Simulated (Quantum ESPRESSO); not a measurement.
# CoSi2 (R-3m) in Quantum ESPRESSO: relaxation of the atoms with PBEsol

Aim: the relaxation of the atoms of CoSi2 with PBEsol.

Program: Quantum ESPRESSO 7.5. These are calculated values, not measurements. Logs are shortened: lines on timing, memory, paths and dates and some standing lists are left out, and cuts for length are marked.

### Step 1. The crystal as given

Symmetry: R-3m, No. 166, trigonal system. Conventional cell: a = 3.748 Å, b = 3.748 Å, c = 9.089 Å, α = 90.00°, β = 90.00°, γ = 120.00°. Around Co (site symmetry -3m) lie 8 Si at 2.27 to 2.29 Å. Si (site symmetry 3m) is surrounded by 4 Co at 2.27 to 2.29 Å.

The cell was built by a generator and needn't be a form met in nature.

### Step 2. Relaxation of the atoms, PBEsol

pw.in reads:

```
&CONTROL
  calculation = 'relax'
  prefix = 'pwscf'
  outdir = './tmp'
  pseudo_dir = './pseudo'
  tprnfor = .true.
  disk_io = 'low'
  nstep = 40
  forc_conv_thr = 0.0004
  etot_conv_thr = 1d-05
/
&SYSTEM
  ibrav = 0
  nat = 3
  ntyp = 2
  ecutwfc = 56
  ecutrho = 448
  nbnd = 19
  occupations = 'smearing'
  smearing = 'mp'
  degauss = 0.00734986
/
&ELECTRONS
  conv_thr = 6d-10
  electron_maxstep = 120
  mixing_beta = 0.5
/
&IONS
  ion_dynamics = 'bfgs'
/
ATOMIC_SPECIES
Co    58.9332 co_pbesol_v1.2.uspp.F.UPF
Si    28.0850 si_pbesol_v1.uspp.F.UPF
CELL_PARAMETERS angstrom
   2.1640128584    0.0000000000    3.0297112400
  -1.0820064292    1.8740901095    3.0297112400
  -1.0820064292   -1.8740901095    3.0297112400
ATOMIC_POSITIONS crystal
Co     0.0000000000    0.0000000000    0.0000000000
Si     0.2500000000    0.2500000000    0.2500000000
Si     0.7500000000    0.7500000000    0.7500000000
K_POINTS automatic
16 16 16 0 0 0
```

Potentials or basis: GBRV 1.5 PBEsol.

Started as:

```bash
$ OMP_NUM_THREADS=1 pw.x -in pw.in > pw.out
```

pw.out:

```text
This program is part of the open-source Quantum ESPRESSO suite
     for quantum simulation of materials; please cite
         "P. Giannozzi et al., J. Phys.:Condens. Matter 21 395502 (2009);
         "P. Giannozzi et al., J. Phys.:Condens. Matter 29 465901 (2017);
         "P. Giannozzi et al., J. Chem. Phys. 152 154105 (2020);
     in publications or presentations arising from this work. More details at

     Message from routine setup:
     using ibrav=0 with symmetry is DISCOURAGED, use correct ibrav instead

     G-vector sticks info
     --------------------
     sticks:   dense  smooth     PW     G-vecs:    dense   smooth      PW
     Sum        1527     765    253                39735    14085    2607

     Using Slab Decomposition

     bravais-lattice index     =            0
     lattice parameter (alat)  =       7.0358  a.u.
     unit-cell volume          =     248.7536 (a.u.)^3
     number of atoms/cell      =            3
     number of atomic types    =            2
     number of electrons       =        25.00
     number of Kohn-Sham states=           19
     kinetic-energy cutoff     =      56.0000  Ry
     charge density cutoff     =     448.0000  Ry
     scf convergence threshold =      6.0E-10
     mixing beta               =       0.5000
     number of iterations used =            8  plain     mixing
     energy convergence thresh.=      1.0E-05
     force convergence thresh. =      4.0E-04
     Exchange-correlation= SLA  PW   PSX  PSC
                           (   1   4  10   8   0   0   0)
     nstep                     =           40

     celldm(1)=   7.035799  celldm(2)=   0.000000  celldm(3)=   0.000000
     celldm(4)=   0.000000  celldm(5)=   0.000000  celldm(6)=   0.000000

     crystal axes: (cart. coord. in units of alat)
               a(1) = (   0.581226   0.000000   0.813742 )
               a(2) = (  -0.290613   0.503357   0.813742 )
               a(3) = (  -0.290613  -0.503357   0.813742 )

     reciprocal axes: (cart. coord. in units 2 pi/alat)
               b(1) = (  1.147000  0.000000  0.409630 )
               b(2) = ( -0.573500  0.993331  0.409630 )
               b(3) = ( -0.573500 -0.993331  0.409630 )

     PseudoPot. # 1 for Co read from file:
     co_pbesol_v1.2.uspp.F.UPF
     Pseudo is Ultrasoft + core correction, Zval = 17.0
     Generated by new atomic code, or converted to UPF format
     Using radial grid of  863 points,  6 beta functions with:
                l(1) =   0
                l(2) =   0
                l(3) =   1
                l(4) =   1
                l(5) =   2
                l(6) =   2
     Q(r) pseudized with  8 coefficients,  rinner =    1.200   1.200   1.200
                                                       1.200   1.200

     PseudoPot. # 2 for Si read from file:
     si_pbesol_v1.uspp.F.UPF
     Pseudo is Ultrasoft + core correction, Zval =  4.0
     Generated by new atomic code, or converted to UPF format
     Using radial grid of  899 points,  6 beta functions with:
                l(1) =   0
                l(2) =   0
                l(3) =   1
                l(4) =   1
                l(5) =   2
                l(6) =   2
     Q(r) pseudized with  8 coefficients,  rinner =    0.900   0.900   0.900
                                                       0.900   0.900

     atomic species   valence    mass     pseudopotential
     Co               17.00    58.93320     Co( 1.00)
     Si                4.00    28.08500     Si( 1.00)

     12 Sym. Ops., with inversion, found

   Cartesian axes

     site n.     atom                  positions (alat units)
         1        Co     tau(   1) = (   0.0000000   0.0000000   0.0000000  )
         2        Si     tau(   2) = (   0.0000000   0.0000000   0.6103064  )
         3        Si     tau(   3) = (   0.0000000   0.0000000   1.8309193  )

     number of k points=   417  Methfessel-Paxton smearing, width (Ry)=  0.0073

     Number of k-points >= 100: set verbosity='high' to print them.

     Dense  grid:    39735 G-vectors     FFT dimensions: (  48,  48,  48)

     Smooth grid:    14085 G-vectors     FFT dimensions: (  36,  36,  36)

     Check: negative core charge=   -0.000010

     Initial potential from superposition of free atoms

     starting charge      23.9987, renormalised to      25.0000
     Starting wfcs are   21 randomized atomic wfcs

     Self-consistent Calculation

     iteration #  1     ecut=    56.00 Ry     beta= 0.50
     Davidson diagonalization with overlap
     ethr =  1.00E-02,  avg # of iterations =  4.1

     total energy              =    -308.38848351 Ry
     estimated scf accuracy    <      15.21958708 Ry

     iteration #  2     ecut=    56.00 Ry     beta= 0.50
     Davidson diagonalization with overlap
     ethr =  1.00E-02,  avg # of iterations =  3.0

     total energy              =    -316.66781005 Ry
     estimated scf accuracy    <      31.88904393 Ry

     iteration #  3     ecut=    56.00 Ry     beta= 0.50
     Davidson diagonalization with overlap
     ethr =  1.00E-02,  avg # of iterations =  2.0
[... 103 lines left out ...]
     The total energy is F=E-TS. E is the sum of the following terms:
     one-electron contribution =    -234.06066158 Ry
     hartree contribution      =     130.58210142 Ry
     xc contribution           =     -41.28178442 Ry
     ewald contribution        =    -172.75777691 Ry

     convergence has been achieved in  16 iterations

     Forces acting on atoms (cartesian axes, Ry/au):

     atom    1 type  1   force =     0.00000000   -0.00000000    0.00000000
     atom    2 type  2   force =    -0.00000000   -0.00000000    0.00466617
     atom    3 type  2   force =     0.00000000    0.00000000   -0.00466617

     Total force =     0.006599     Total SCF correction =     0.000000

     BFGS Geometry Optimization
     Energy error            =      4.4E-05 Ry
     Gradient error          =      4.7E-03 Ry/Bohr

     number of scf cycles    =   1
     number of bfgs steps    =   0

     energy             new  =    -317.5181480805 Ry

     new trust radius        =       0.0046661722 bohr
     new conv_thr            =       0.0000000006 Ry

ATOMIC_POSITIONS (crystal)
Co               0.0000000000       -0.0000000000       -0.0000000000
Si               0.2502716686        0.2502716686        0.2502716686
Si               0.7497283314        0.7497283314        0.7497283314

     NEW-OLD atomic charge density approx. for the potential

     Check: negative core charge=   -0.000010
[... 293 lines left out ...]
     Total force =     0.000015     Total SCF correction =     0.000000
     Energy error            =      1.6E-05 Ry
     Gradient error          =      1.1E-05 Ry/Bohr

     number of scf cycles    =   4
     number of bfgs steps    =   3

     energy             old  =    -317.5182137823 Ry
     energy             new  =    -317.5182294365 Ry

     CASE: energy            _new < energy            _old

     small trust_radius: resetting bfgs history

     new trust radius        =       0.0000106470 bohr
     new conv_thr            =            6.0E-12 Ry

ATOMIC_POSITIONS (crystal)
Co               0.0000000000        0.0000000000       -0.0000000000
Si               0.2510156702        0.2510156702        0.2510156702
Si               0.7489843298        0.7489843298        0.7489843298

     NEW-OLD atomic charge density approx. for the potential

     Check: negative core charge=   -0.000010

     Self-consistent Calculation

     iteration #  1     ecut=    56.00 Ry     beta= 0.50
     Davidson diagonalization with overlap
     ethr =  1.00E-06,  avg # of iterations =  1.0
[... 38 lines left out ...]
     convergence has been achieved in   3 iterations

     Forces acting on atoms (cartesian axes, Ry/au):

     atom    1 type  1   force =    -0.00000000   -0.00000000    0.00000000
     atom    2 type  2   force =    -0.00000000    0.00000000    0.00000793
     atom    3 type  2   force =     0.00000000    0.00000000   -0.00000793

     Total force =     0.000011     Total SCF correction =     0.000000
     Energy error            =      1.9E-10 Ry
     Gradient error          =      7.9E-06 Ry/Bohr

     bfgs converged in   5 scf cycles and   4 bfgs steps
     (criteria: energy <  1.0E-05 Ry, force <  4.0E-04 Ry/Bohr)

     End of BFGS Geometry Optimization

     Final energy             =    -317.5182294367 Ry

Begin final coordinates

ATOMIC_POSITIONS (crystal)
Co               0.0000000000        0.0000000000       -0.0000000000
Si               0.2510156702        0.2510156702        0.2510156702
Si               0.7489843298        0.7489843298        0.7489843298
End final coordinates

=------------------------------------------------------------------------------=
   JOB DONE.
=------------------------------------------------------------------------------=
```

It took 16 min on 1 thread of Arm Neoverse V2, shared host; peak memory 0.4 GiB.

Results:

* Free energy: -4320.0556 eV
* Energy gained by relaxing: 0.4 meV/atom
* Ionic steps: 5
* Band gap on the k mesh: none (metal or under the smearing width)

The path:
| step | energy change (eV) | largest force (eV/Å) |
| --- | --- | --- |
| 1 | 0.0000 | 0.1200 |
| 2 | -0.0005 | 0.0878 |
| 3 | -0.0009 | 0.0525 |
| 4 | -0.0011 | 0.0003 |
| 5 | -0.0011 | 0.0002 |

Final structure:
```yaml
crystal:
  lattice:
    - [2.16401, 0.00000, 3.02971]
    - [-1.08201, 1.87409, 3.02971]
    - [-1.08201, -1.87409, 3.02971]
  atoms:
    - { symbol: Co, position: [0.00000, 0.00000, 0.00000] }
    - { symbol: Si, position: [0.25102, 0.25102, 0.25102] }
    - { symbol: Si, position: [0.74898, 0.74898, 0.74898] }
```
